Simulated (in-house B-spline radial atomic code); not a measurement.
# Zn: excited configurations in jj coupling

How much energy does it take to promote electrons of Zn to other shells? Each configuration is solved by itself and compared with the reference.

The numbers are computed with in-house B-spline radial atomic code version 1 (Dirac-Hartree-Fock, average of configuration, Fermi nucleus, basis-set limit), except any that are marked as measured or tabulated.

## 1. The atom as given

| Property | Result |
| --- | --- |
| element | zinc (Z = 30) |
| charge | 0 |
| electrons | 30 |
| configuration | 1s2 2s2 2p6 3s2 3p6 3d10 4s2 |
| Hamiltonian | Dirac-Coulomb |
| nucleus | Fermi, rms radius 3.928 fm |

Input settings:

```ini
Z = 30
electrons = 30.0
configuration = 1s2 2s2 2p6 3s2 3p6 3d10 4s2
hamiltonian = dirac
method = hf
spin_polarised = False
nucleus = fermi
rms_radius = 3.9283
mass_number = 64
atomic_mass = 63.929141776
speed_of_light = 137.035999084
```

This reference run was done before. Its total energy is -1794.612909 hartree, and its levels are (the highest eight at most):

```tsv
orbital	occupation	energy (eV)	<r> (bohr)
2p1/2	2	-1081.39	0.1958
2p3/2	4	-1057.20	0.1991
3s1/2	2	-157.83	0.6805
3p1/2	2	-107.70	0.7085
3p3/2	4	-104.41	0.7186
3d3/2	4	-20.977	0.8755
3d5/2	6	-20.537	0.8832
4s1/2	2	-8.126	2.848
```

## 2. Configuration 1s2 2s2 2p6 3s2 3p-2 3p+3 3d10 4s2 6d-1

In configurations, a minus sign after the shell means j = l − 1/2 and a plus sign j = l + 1/2; the count of electrons follows.

Input settings:

```ini
Z = 30
electrons = 30.0
configuration = 1s2 2s2 2p6 3s2 3p-2 3p+3 3d10 4s2 6d-1
hamiltonian = dirac
method = hf
spin_polarised = False
nucleus = fermi
rms_radius = 3.9283
mass_number = 64
atomic_mass = 63.929141776
speed_of_light = 137.035999084
```

## 3. 1s2 2s2 2p6 3s2 3p6 3d-3 3d+6 4s2 5d-1

Settings: those of step 2 with these lines changed.

```diff
@@ -2,3 +2,3 @@
 electrons = 30.0
-configuration = 1s2 2s2 2p6 3s2 3p-2 3p+3 3d10 4s2 6d-1
+configuration = 1s2 2s2 2p6 3s2 3p6 3d-3 3d+6 4s2 5d-1
 hamiltonian = dirac
```

## 4. Configuration 1s2 2s2 2p6 3s2 3p6 3d-3 3d+6 4s2 5s1

Settings: those of step 3 with these lines changed.

```diff
@@ -2,3 +2,3 @@
 electrons = 30.0
-configuration = 1s2 2s2 2p6 3s2 3p6 3d-3 3d+6 4s2 5d-1
+configuration = 1s2 2s2 2p6 3s2 3p6 3d-3 3d+6 4s2 5s1
 hamiltonian = dirac
```

## 5. Run with 1s2 2s2 2p6 3s2 3p6 3d-3 3d+6 4s2 7d+1

Settings: those of step 4 with these lines changed.

```diff
@@ -2,3 +2,3 @@
 electrons = 30.0
-configuration = 1s2 2s2 2p6 3s2 3p6 3d-3 3d+6 4s2 5s1
+configuration = 1s2 2s2 2p6 3s2 3p6 3d-3 3d+6 4s2 7d+1
 hamiltonian = dirac
```

## 6. 1s2 2s2 2p6 3s2 3p6 3d10 4s1 5f-1

Settings: those of step 5 with these lines changed.

```diff
@@ -2,3 +2,3 @@
 electrons = 30.0
-configuration = 1s2 2s2 2p6 3s2 3p6 3d-3 3d+6 4s2 7d+1
+configuration = 1s2 2s2 2p6 3s2 3p6 3d10 4s1 5f-1
 hamiltonian = dirac
```

## 7. 1s2 2s2 2p6 3s2 3p6 3d10 4s1 4d+1

Settings: those of step 6 with these lines changed.

```diff
@@ -2,3 +2,3 @@
 electrons = 30.0
-configuration = 1s2 2s2 2p6 3s2 3p6 3d10 4s1 5f-1
+configuration = 1s2 2s2 2p6 3s2 3p6 3d10 4s1 4d+1
 hamiltonian = dirac
```

## 8. Run with 1s2 2s2 2p6 3s2 3p6 3d-4 3d+5 4s2 8g-1

Settings: those of step 7 with these lines changed.

```diff
@@ -2,3 +2,3 @@
 electrons = 30.0
-configuration = 1s2 2s2 2p6 3s2 3p6 3d10 4s1 4d+1
+configuration = 1s2 2s2 2p6 3s2 3p6 3d-4 3d+5 4s2 8g-1
 hamiltonian = dirac
```

**Question.** How far above the reference does each configuration lie (order and size, in eV)?

The runs gave:

| net move | configuration | energy above the reference (eV) | with Breit, QED, recoil (eV) | largest <r> (bohr) |
| --- | --- | --- | --- | --- |
| 4s → 4d5/2 | 1s2 2s2 2p6 3s2 3p6 3d10 4s1 4d+1 | 6.269 | 6.262 | 10.4 |
| 4s → 5f5/2 | 1s2 2s2 2p6 3s2 3p6 3d10 4s1 5f-1 | 7.248 | 7.241 | 31.5 |
| 3d3/2 → 5s | 1s2 2s2 2p6 3s2 3p6 3d-3 3d+6 4s2 5s1 | 12.216 | 12.222 | 7.88 |
| 3d3/2 → 5d3/2 | 1s2 2s2 2p6 3s2 3p6 3d-3 3d+6 4s2 5d-1 | 14.030 | 14.036 | 20.5 |
| 3d5/2 → 8g7/2 | 1s2 2s2 2p6 3s2 3p6 3d-4 3d+5 4s2 8g-1 | 14.332 | 14.359 | 86.0 |
| 3d3/2 → 7d5/2 | 1s2 2s2 2p6 3s2 3p6 3d-3 3d+6 4s2 7d+1 | 14.512 | 14.518 | 50.2 |
| 3p3/2 → 6d3/2 | 1s2 2s2 2p6 3s2 3p-2 3p+3 3d10 4s2 6d-1 | 96.568 | 96.494 | 33.8 |

**Reading.** The energies run from 6.269 eV (4s → 4d5/2) to 96.568 eV (3p3/2 → 6d3/2). Koopmans' estimate of the ionisation threshold is 8.126 eV; 5 configurations exceed it by over 2 % and could autoionise. Two partly filled shells share a symmetry and can mix in the average, which may lower the energy, for: 3d3/2 → 5d3/2. These are averages over configurations, without correlation, not spectroscopic levels.
